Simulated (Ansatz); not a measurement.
**CH₃BO₂S: a ladder of functionals and wavefunction methods**

The task here is to estimate one member of a computed series from the others.

Method: functionals in def2-TZVPP, the program's frozen cores in correlated methods; program: Ansatz 0.2.0, Gaussian basis.

The runs, in order: LDA (SPW92), PBE-D4, revPBE-D4, BLYP-D4, r2SCAN-D4, B97M-V, PBE0-D4, B3LYP-D4, r2SCANh-D4, r2SCAN0-D4, HSE06-D4, BHLYP-D4, CAM-B3LYP-D4, LC-ωPBE, ωB97X-V, ωB97M-V, B2PLYP, PBE-QIDH; CCSD(T)/def2-SVP; CCSD(T)/def2-TZVPP; MP2/def2-QZVPP; extrapolation to the limit; RPA on PBE.

## The relaxed structure

The geometry comes from an earlier relaxation with PBE0-D4 in a triple-zeta def2 set; it is a stationary point, not always the lowest conformer.

SMILES `OB1OCS1`, 8 atoms, charge 0, spin multiplicity 1.

Atoms are counted from 1 here; the program's logs count them from 0.

Bond lengths: O1–B2 1.344 Å, O1–H6 0.959 Å, B2–O3 1.374 Å, B2–S5 1.830 Å, O3–C4 1.422 Å, C4–S5 1.837 Å, C4–H7 1.090 Å, C4–H8 1.090 Å. Angles: B2–O1–H6 114.4°, O1–B2–O3 124.6°, O1–B2–S5 136.2°, O3–B2–S5 99.2°, B2–O3–C4 95.2°, O3–C4–S5 97.1°, O3–C4–H7 111.4°, O3–C4–H8 111.4°, S5–C4–H7 112.3°, S5–C4–H8 112.3°, H7–C4–H8 111.6°, B2–S5–C4 68.5°.

The first run:

in.yaml reads:

```yaml
crystal:
  periodic: [false, false, false]
  atoms:
    - {symbol: O, position_ang: [-0.339818, 1.648013, 1.276544]}
    - {symbol: B, position_ang: [-0.118050, 0.635764, 0.420690]}
    - {symbol: O, position_ang: [0.025192, -0.680464, 0.788622]}
    - {symbol: C, position_ang: [0.220671, -1.162892, -0.534317]}
    - {symbol: S, position_ang: [0.083964, 0.457622, -1.389251]}
    - {symbol: H, position_ang: [-0.416184, 2.508407, 0.860621]}
    - {symbol: H, position_ang: [-0.570874, -1.852857, -0.826603]}
    - {symbol: H, position_ang: [1.207398, -1.610692, -0.652106]}
basis:
  gaussian: {orbitals: def2-TZVPP}
hamiltonian: {xc: lda}
output: {orbitals: {seedname: orbitals}}
```

Command:

```sh
$ ansatz run in.yaml --threads 2 --pin off --events-out ev --progress --plain --max-ram 4352MiB
```

Steps of the session up to this table: LDA; PBE-D4 (GGA); revPBE-D4 (GGA); BLYP-D4 (GGA); r2SCAN-D4 (meta-GGA); B97M-V (meta-GGA); PBE0-D4 (hybrid); B3LYP-D4 (hybrid); r2SCANh-D4 (hybrid); r2SCAN0-D4 (hybrid); HSE06-D4 (hybrid); BHLYP-D4 (hybrid); CAM-B3LYP-D4 (range-separated); LC-ωPBE (range-separated); ωB97X-V (range-separated); ωB97M-V (range-separated); B2PLYP (double hybrid); PBE-QIDH (double hybrid).

One table of the session follows, with a row left open; its other results are not shown here.

It belongs to the step «Frontier levels by functional». 

| functional | HOMO (eV) | gap (eV) |
| --- | --- | --- |
| LDA (SPW92) | -6.32 | 5.14 |
| PBE-D4 | -6.18 | 5.20 |
| revPBE-D4 | -6.13 | 5.23 |
| BLYP-D4 | ? | ? |
| r2SCAN-D4 | -6.46 | 5.76 |
| B97M-V | -6.53 | 5.82 |
| PBE0-D4 | -7.44 | 7.44 |
| B3LYP-D4 | -7.20 | 6.90 |
| r2SCANh-D4 | -6.93 | 6.59 |
| r2SCAN0-D4 | -7.62 | 7.81 |
| HSE06-D4 | -7.04 | 6.65 |
| BHLYP-D4 | -8.56 | 9.46 |
| CAM-B3LYP-D4 | -8.78 | 9.79 |
| LC-ωPBE | -10.19 | 12.49 |
| ωB97X-V | -9.82 | 11.95 |
| ωB97M-V | -9.64 | 11.48 |

Estimate the missing values for BLYP-D4.

Worked estimate for «HOMO (eV)». Against the share of exact exchange, B3LYP-D4 (0.2, -7.20), BHLYP-D4 (0.5, -8.56) give a slope of -4.53 per unit share; at 0 the line stands at -6.29.

As computed: HOMO (eV): -6.02; gap (eV): 5.11. In «HOMO (eV)» the line misses by -0.27.
